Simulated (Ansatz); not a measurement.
A run of Ansatz 0.2.0:

File input.yaml:

```yaml
crystal:
  lattice:
    - [2.29082, 1.3226, 3.53625]
    - [-2.29082, 1.3226, 3.53625]
    - [0.0, -2.64521, 3.53625]
  atoms:
    - { symbol: Ba, position: [0.0, 0.0, 0.0] }
    - { symbol: H, position: [0.74087, 0.74087, 0.74087] }
    - { symbol: H, position: [0.25913, 0.25913, 0.25913] }
    - { symbol: H, position: [0.46369, 0.46369, 0.46369] }
    - { symbol: H, position: [0.53631, 0.53631, 0.53631] }
hamiltonian:
  xc: pbe
  pseudopotentials: { kind: paw }
kpoints:
  mp_grid: { grid: [5, 5, 5] }
  band_path:
    path:
      - [[0.0, 0.0, 0.0], [0.5, 0.0, 0.0], [0.5, 0.2599238199, -0.2599238199]]
      - [[0.7400761801, 0.5, 0.2599238199], [0.5, 0.5, 0.5], [0.0, 0.0, 0.0], [0.37996191, 0.0, -0.37996191]]
      - [[0.62003809, 0.37996191, 0.0], [0.5, 0.5, 0.0], [0.62003809, 0.62003809, 0.2599238199], [0.5, 0.5, 0.5]]
      - [[0.5, 0.0, 0.0], [0.7400761801, 0.37996191, 0.37996191]]
    npoints: 14
scf:
  occupations: { method: fermi_dirac, width: 0.05 }
  n_extra_bands: 12
output:
  forces: true
  stress: true
  eigenvalues: true
  fatbands: false
  write_density: true
  write_potential: true
  elf: true
  volumetric_format: npy
```

Potentials or basis: Ansatz PAW.

The run is started by

```console
$ ansatz run input.yaml --threads 2 --pin off --max-ram 5632MiB --backend cpu --events-out ev --progress --plain --runs-dir out
```

Hardware: 2 threads of AMD EPYC 7R43 64-Core Processor (Zen 3), with other jobs on the host.

Problem. Estimate the wall time of this run.

Solution. Wall time 2.2 s on 2 threads of AMD EPYC 7R43 64-Core Processor (Zen 3), with other jobs on the host, peak memory 0.41 GiB. Counts: scf iterations 6, plane waves 1271, k points 19, bands 19.
